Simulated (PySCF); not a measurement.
# MoCl6 (-2): ligand-field states, part 2 of 2

PySCF 2.14.0. Atoms count from 0. Earlier steps stand in the parts before.

## 7. Ligand-field states: state-averaged CASSCF (bond length × 1.05) in water

Job settings and geometry (Å):

```
{"job": {"kind": "lf", "basis": {"metal": "x2c-TZVPall", "ligand": "x2c-SVPall"}, "nevpt": true, "solvent": "water", "reuse": true}, "charge": -2, "metal": "Mo", "open_shell": "d2"}
Mo     0.000000     0.000000     0.000000
Cl     0.000000     0.000000     2.478000
Cl     0.000000     0.000000    -2.478000
Cl     2.478000     0.000000     0.000000
Cl    -2.478000     0.000000     0.000000
Cl     0.000000     2.478000     0.000000
Cl    -0.000000    -2.478000     0.000000
```

Level: state-averaged CASSCF of the metal d shell, SC-NEVPT2 on the averaged canonical orbitals, state-interaction spin-orbit coupling.

The program printed:

```text
basis functions 171, electrons 146, active (2e, 5o)
start from the orbitals of the previous structure
stage 1: DIIS on the effective Fock matrix, level shift 0.30
cycle   1  E = -6810.6795019751  dE = -6.811e+03  max|g| = 2.320e+00
cycle   2  E = -6811.1782473800  dE = -4.987e-01  max|g| = 1.782e-01
cycle   3  E = -6811.1967416120  dE = -1.849e-02  max|g| = 4.669e-02
cycle   4  E = -6811.1975291559  dE = -7.875e-04  max|g| = 6.428e-02
cycle   5  E = -6811.1998063822  dE = -2.277e-03  max|g| = 3.919e-02
cycle   6  E = -6811.2010537673  dE = -1.247e-03  max|g| = 1.066e-02
cycle   7  E = -6811.2012091072  dE = -1.553e-04  max|g| = 4.158e-03
cycle   8  E = -6811.2012290288  dE = -1.992e-05  max|g| = 2.835e-03
cycle   9  E = -6811.2012370127  dE = -7.984e-06  max|g| = 2.610e-03
cycle  10  E = -6811.2012412297  dE = -4.217e-06  max|g| = 1.820e-03
...
cycle  33  E = -6811.2012450379  dE = -7.030e-10  max|g| = 5.271e-05
cycle  34  E = -6811.2012450385  dE = -6.194e-10  max|g| = 4.696e-05
cycle  35  E = -6811.2012450391  dE = -5.930e-10  max|g| = 4.087e-05
cycle  36  E = -6811.2012450396  dE = -4.693e-10  max|g| = 3.525e-05
cycle  37  E = -6811.2012450400  dE = -3.674e-10  max|g| = 3.021e-05
cycle  38  E = -6811.2012450402  dE = -2.428e-10  max|g| = 2.612e-05
cycle  39  E = -6811.2012450404  dE = -1.583e-10  max|g| = 2.349e-05
cycle  40  E = -6811.2012450405  dE = -1.028e-10  max|g| = 2.108e-05
stage 2: quasi-Newton rotations from the point of smallest gradient
cycle  42  E = -6811.2012450406  dE = -1.173e-10  max|g| = 2.184e-05
cycle  43  E = -6811.2012450409  dE = -3.593e-10  max|g| = 2.071e-06
converged average energy = -6811.2012450409

 mult deg   label        CASSCF/cm-1   NEVPT2/cm-1
   3   3   3T1g                0.0           0.0
   1   3   1T2g             9796.4        8311.6
   1   2   1Eg              9995.8        8473.3
   1   1   1A1g            22454.5       19109.6
   3   3   3T2g            19825.7       22744.3
   3   3   3T1g            27801.4       28199.6
   1   3   1T2g            29373.0       30329.0
   1   3   1T1g            31937.5       32422.4
   3   1   3A2g            41358.4       46116.0
   1   2   1Eg             50923.5       53295.3
   1   1   1A1g            62219.0       60925.4

spin-orbit levels / cm-1
      0.00  x2  3T1g 0.99
     30.15  x3  3T1g 0.99
    960.54  x3  3T1g 1.00
   1374.92  x1  3T1g 1.00
   8823.59  x3  1T2g 0.99
   9023.33  x2  1Eg 0.99
  19628.87  x1  1A1g 0.99
  22920.49  x1  3T2g 1.00
  23114.94  x3  3T2g 0.99
  23452.55  x3  3T2g 0.99
  23464.32  x2  3T2g 0.99
  28243.40  x1  3T1g 0.99
  28483.38  x3  3T1g 1.00
  28904.08  x3  3T1g 0.94 1T2g 0.06
  29053.70  x2  3T1g 0.99
  30992.37  x3  1T2g 0.94 3T1g 0.06
  33003.78  x3  1T1g 1.00
  46721.61  x3  3A2g 1.00
  53881.23  x2  1Eg 1.00
  61521.27  x1  1A1g 1.00
```

Run time: 34 s. Hardware: 1 thread of Arm Neoverse V1, shared host; peak memory 0.49 GiB.

Warnings kept with the result: strongly covalent, metal-shell active space is small for this complex.

In short:

```csv
quantity,value
spin-orbit constant ζ,674 cm⁻¹
```

Powder susceptibility:

| T (K) | χT (cm³ K/mol) | μ(eff) |
| --- | --- | --- |
| 2 | 0.013 | 0.33 |
| 20 | 0.114 | 0.96 |
| 100 | 0.221 | 1.33 |
| 300 | 0.397 | 1.78 |

## 8. Ligand-field states: state-averaged CASSCF (bond length × 1.09) in water

Job settings and geometry (Å):

```
{"job": {"kind": "lf", "basis": {"metal": "x2c-TZVPall", "ligand": "x2c-SVPall"}, "nevpt": true, "solvent": "water", "reuse": true}, "charge": -2, "metal": "Mo", "open_shell": "d2"}
Mo     0.000000     0.000000     0.000000
Cl     0.000000     0.000000     2.572400
Cl     0.000000     0.000000    -2.572400
Cl     2.572400     0.000000     0.000000
Cl    -2.572400     0.000000     0.000000
Cl     0.000000     2.572400     0.000000
Cl    -0.000000    -2.572400     0.000000
```

Level: state-averaged CASSCF of the metal d shell, SC-NEVPT2 on the averaged canonical orbitals, state-interaction spin-orbit coupling.

The program printed:

```text
basis functions 171, electrons 146, active (2e, 5o)
start from the orbitals of the previous structure
stage 1: DIIS on the effective Fock matrix, level shift 0.30
cycle   1  E = -6810.5595866448  dE = -6.811e+03  max|g| = 2.415e+00
cycle   2  E = -6811.1604400787  dE = -6.009e-01  max|g| = 2.088e-01
cycle   3  E = -6811.1834511768  dE = -2.301e-02  max|g| = 6.039e-02
cycle   4  E = -6811.1849557655  dE = -1.505e-03  max|g| = 7.622e-02
cycle   5  E = -6811.1877280178  dE = -2.772e-03  max|g| = 5.312e-02
cycle   6  E = -6811.1899045733  dE = -2.177e-03  max|g| = 1.968e-02
cycle   7  E = -6811.1903239807  dE = -4.194e-04  max|g| = 8.716e-03
cycle   8  E = -6811.1903759861  dE = -5.201e-05  max|g| = 6.471e-03
cycle   9  E = -6811.1904002003  dE = -2.421e-05  max|g| = 5.826e-03
cycle  10  E = -6811.1904163970  dE = -1.620e-05  max|g| = 4.490e-03
cycle  11  E = -6811.1904257568  dE = -9.360e-06  max|g| = 3.234e-03
cycle  12  E = -6811.1904307817  dE = -5.025e-06  max|g| = 2.550e-03
cycle  13  E = -6811.1904336570  dE = -2.875e-06  max|g| = 2.079e-03
cycle  14  E = -6811.1904346743  dE = -1.017e-06  max|g| = 1.890e-03
cycle  15  E = -6811.1904353805  dE = -7.063e-07  max|g| = 1.741e-03
cycle  16  E = -6811.1904360086  dE = -6.281e-07  max|g| = 1.593e-03
cycle  17  E = -6811.1904361889  dE = -1.804e-07  max|g| = 1.561e-03
cycle  18  E = -6811.1904363356  dE = -1.467e-07  max|g| = 1.511e-03
cycle  19  E = -6811.1904365002  dE = -1.645e-07  max|g| = 1.453e-03
cycle  20  E = -6811.1904366161  dE = -1.160e-07  max|g| = 1.400e-03
cycle  21  E = -6811.1904367551  dE = -1.389e-07  max|g| = 1.368e-03
cycle  22  E = -6811.1904369025  dE = -1.474e-07  max|g| = 1.327e-03
cycle  23  E = -6811.1904370527  dE = -1.502e-07  max|g| = 1.280e-03
cycle  24  E = -6811.1904371866  dE = -1.339e-07  max|g| = 1.233e-03
cycle  25  E = -6811.1904371531  dE =  3.347e-08  max|g| = 1.238e-03
cycle  26  E = -6811.1904376258  dE = -4.727e-07  max|g| = 1.086e-03
stage 2: quasi-Newton rotations from the point of smallest gradient
cycle  28  E = -6811.1904380827  dE = -4.569e-07  max|g| = 1.124e-03
cycle  29  E = -6811.1904390678  dE = -9.851e-07  max|g| = 1.124e-04
cycle  30  E = -6811.1904391059  dE = -3.807e-08  max|g| = 4.361e-05
cycle  31  E = -6811.1904391145  dE = -8.561e-09  max|g| = 1.558e-05
cycle  32  E = -6811.1904391148  dE = -3.411e-10  max|g| = 3.169e-06
converged average energy = -6811.1904391148

 mult deg   label        CASSCF/cm-1   NEVPT2/cm-1
   3   3   3T1g                0.0           0.0
   1   3   1T2g            10091.7        8589.8
   1   2   1Eg             10311.2        8759.3
   1   1   1A1g            22739.7       19637.2
   3   3   3T2g            16921.2       20072.6
   3   3   3T1g            25068.2       25639.8
   1   3   1T2g            26723.1       27849.1
   1   3   1T1g            29213.3       29938.0
   3   1   3A2g            35739.2       40751.0
   1   2   1Eg             45349.3       47917.3
   1   1   1A1g            57096.6       55686.3

spin-orbit levels / cm-1
      0.00  x1  3T1g 0.99
      0.01  x1  3T1g 0.99
     36.58  x3  3T1g 0.99
    996.27  x3  3T1g 1.00
   1430.64  x1  3T1g 1.00
   9109.02  x1  1T2g 0.99
   9109.04  x2  1T2g 0.99
   9329.68  x1  1Eg 0.99
   9329.71  x1  1Eg 0.99
  20149.89  x1  1A1g 0.98
  20269.24  x1  3T2g 1.00
  20477.67  x3  3T2g 0.99
  20811.48  x3  3T2g 0.99
  20828.12  x2  3T2g 0.99
  25704.61  x1  3T1g 0.98
  25936.14  x1  3T1g 1.00
  25936.17  x2  3T1g 1.00
  26387.45  x1  3T1g 0.94 1T2g 0.06
  26387.48  x2  3T1g 0.94 1T2g 0.06
  26532.52  x1  3T1g 0.99
  26532.56  x1  3T1g 0.99
  28529.32  x3  1T2g 0.94 3T1g 0.06
  30544.61  x1  1T1g 1.00
  30544.62  x1  1T1g 1.00
  30544.66  x1  1T1g 1.00
  41393.60  x3  3A2g 1.00
  48533.40  x1  1Eg 1.00
  48533.41  x1  1Eg 1.00
  56316.26  x1  1A1g 1.00
```

Wall time 27 s (1 thread of Arm Neoverse V1, shared host); peak memory 0.54 GiB.

Warnings kept with the result: strongly covalent, metal-shell active space is small for this complex.

In short:

```
             quantity     value
spin-orbit constant ζ  682 cm⁻¹
```

Powder susceptibility:

```csv
T (K),χT (cm³ K/mol),μ(eff)
2,0.010,0.29
20,0.094,0.87
100,0.205,1.28
300,0.381,1.74
```

## 9. The runs side by side

From the NEVPT2 states (cm⁻¹; the spread is that of the fitted one-electron ligand-field levels):

| step | setting | ground state | next state | orbital spread | Racah B | ζ | μ(eff), 300 K |
| --- | --- | --- | --- | --- | --- | --- | --- |
| 2 | as given | 3T1g | 1T2g at 7878 | 27874 | 494 | 660 | 1.84 |
| 3 | bond length × 0.92 | 3T1g | 1T2g at 6906 | 37779 | 437 | 622 | 1.94 |
| 4 | bond length × 0.95 | 3T1g | 1T2g at 7320 | 33709 | 463 | 640 | 1.90 |
| 5 | bond length × 0.98 | 3T1g | 1T2g at 7672 | 30051 | 483 | 653 | 1.86 |
| 6 | bond length × 1.02 | 3T1g | 1T2g at 8065 | 25916 | 503 | 667 | 1.81 |
| 7 | bond length × 1.05 | 3T1g | 1T2g at 8312 | 23366 | 513 | 674 | 1.78 |
| 8 | bond length × 1.09 | 3T1g | 1T2g at 8590 | 20616 | 524 | 682 | 1.74 |

## 10. What came out

The summary covers parts 1 to 2.

| quantity | value |
| --- | --- |
| spin-orbit constant ζ (step 2, state-averaged CASSCF in water) | 660 cm⁻¹ |
| ground multiplicity, μ(eff) at 300 K (step 2, 6 donors at 2.36 Å) | 3, 1.84 μB |
| ground multiplicity, μ(eff) at 300 K (step 3, 6 donors at 2.17 Å) | 3, 1.94 μB |
| ground multiplicity, μ(eff) at 300 K (step 4, 6 donors at 2.24 Å) | 3, 1.90 μB |
| ground multiplicity, μ(eff) at 300 K (step 5, 6 donors at 2.31 Å) | 3, 1.86 μB |
| ground multiplicity, μ(eff) at 300 K (step 6, 6 donors at 2.41 Å) | 3, 1.81 μB |
| ground multiplicity, μ(eff) at 300 K (step 7, 6 donors at 2.48 Å) | 3, 1.78 μB |
| ground multiplicity, μ(eff) at 300 K (step 8, 6 donors at 2.57 Å) | 3, 1.74 μB |

**Reading.** In step 2, χT goes from 0.02 at 2 K to 0.42 cm³ K/mol at 300 K, as higher levels fill or mix in. The spread of the ligand-field levels runs from 20616 cm⁻¹ (bond length × 1.09) to 37779 cm⁻¹ (bond length × 0.92); μ(eff) at 300 K: 1.74 to 1.94 μB. The bonding is strongly covalent, and an active space of the metal's shell alone is small for it, so these values are rough.
